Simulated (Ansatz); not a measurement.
# CH₄BrInO: one species, many methods

An exercise on one series of results from a longer session: the logs are not shown, and one member is left open.

The runs use Ansatz 0.2.0, Gaussian basis; functionals in def2-TZVPP, the program's frozen cores in correlated methods.

The runs, in order: LDA (SPW92), PBE-D4, revPBE-D4, BLYP-D4, r2SCAN-D4, B97M-V, PBE0-D4, B3LYP-D4, r2SCANh-D4, r2SCAN0-D4, HSE06-D4, BHLYP-D4, CAM-B3LYP-D4, LC-ωPBE, ωB97X-V, ωB97M-V, B2PLYP, PBE-QIDH; CCSD(T)/def2-SVP; CCSD(T)/def2-TZVPP; MP2/def2-QZVPP; extrapolation to the limit; RPA on PBE.

**The relaxed structure**

The geometry comes from an earlier relaxation with PBE0-D4 in a triple-zeta def2 set; it is a stationary point, not always the lowest conformer. In takes the def2 core potential; no spin-orbit term is included.

8 atoms, charge 0, spin multiplicity 1.

Atoms are counted from 1 here; the program's logs count them from 0.

Bond lengths: C1–O2 1.405 Å, C1–H5 1.097 Å, C1–H6 1.096 Å, C1–H7 1.096 Å, O2–In3 1.964 Å, In3–Br4 2.471 Å, In3–H8 1.691 Å. Angles: O2–C1–H5 113.5°, O2–C1–H6 109.7°, O2–C1–H7 109.7°, H5–C1–H6 107.9°, H5–C1–H7 107.9°, H6–C1–H7 108.0°, C1–O2–In3 124.6°, O2–In3–Br4 111.0°, O2–In3–H8 124.2°, Br4–In3–H8 124.8°.

Set-up of the first run:

Contents of in.yaml:

```yaml
crystal:
  periodic: [false, false, false]
  atoms:
    - {symbol: C, position_ang: [0.537227, 1.205210, 0.092748]}
    - {symbol: O, position_ang: [0.608077, -0.053015, 0.714729]}
    - {symbol: In, position_ang: [-0.450335, -1.620253, 0.185651]}
    - {symbol: Br, position_ang: [-1.925053, -1.090384, -1.724602]}
    - {symbol: H, position_ang: [-0.175344, 1.242446, -0.740644]}
    - {symbol: H, position_ang: [0.237772, 1.963813, 0.825138]}
    - {symbol: H, position_ang: [1.524185, 1.481145, -0.296238]}
    - {symbol: H, position_ang: [-0.356538, -3.128962, 0.943197]}
basis:
  gaussian: {orbitals: def2-TZVPP}
hamiltonian: {xc: lda}
output: {orbitals: {seedname: orbitals}}
```

Steps of the session up to this table: LDA; PBE-D4 (GGA); revPBE-D4 (GGA); BLYP-D4 (GGA); r2SCAN-D4 (meta-GGA); B97M-V (meta-GGA); PBE0-D4 (hybrid); B3LYP-D4 (hybrid); r2SCANh-D4 (hybrid); r2SCAN0-D4 (hybrid); HSE06-D4 (hybrid); BHLYP-D4 (hybrid); CAM-B3LYP-D4 (range-separated); LC-ωPBE (range-separated); ωB97X-V (range-separated); ωB97M-V (range-separated); B2PLYP (double hybrid); PBE-QIDH (double hybrid).

One table of the session follows, with a row left open; its other results are not shown here.

It belongs to the step «Orbital energies across the functionals». 

| functional | HOMO (eV) | LUMO (eV) | gap (eV) |
| --- | --- | --- | --- |
| LDA (SPW92) | -6.48 | -2.57 | 3.91 |
| PBE-D4 | -6.31 | -2.31 | 4.00 |
| revPBE-D4 | -6.24 | -2.20 | 4.04 |
| BLYP-D4 | -6.23 | -2.29 | 3.94 |
| r2SCAN-D4 | -6.59 | -2.06 | 4.53 |
| B97M-V | -6.70 | -2.25 | 4.45 |
| PBE0-D4 | -7.75 | -1.55 | 6.21 |
| B3LYP-D4 | -7.53 | -1.82 | 5.71 |
| r2SCANh-D4 | -7.14 | -1.75 | 5.39 |
| r2SCAN0-D4 | -7.97 | -1.40 | 6.57 |
| HSE06-D4 | -7.35 | -1.90 | 5.44 |
| BHLYP-D4 | -9.17 | -0.94 | 8.23 |
| CAM-B3LYP-D4 | -9.20 | -0.76 | 8.43 |
| LC-ωPBE | ? | ? | ? |
| ωB97X-V | -10.20 | 0.21 | 10.41 |
| ωB97M-V | -10.13 | -0.08 | 10.05 |

**Question.** Estimate the row for LC-ωPBE.

As computed: HOMO (eV): -10.53; LUMO (eV): 0.35; gap (eV): 10.88. In the column «HOMO (eV)» it is the lowest.
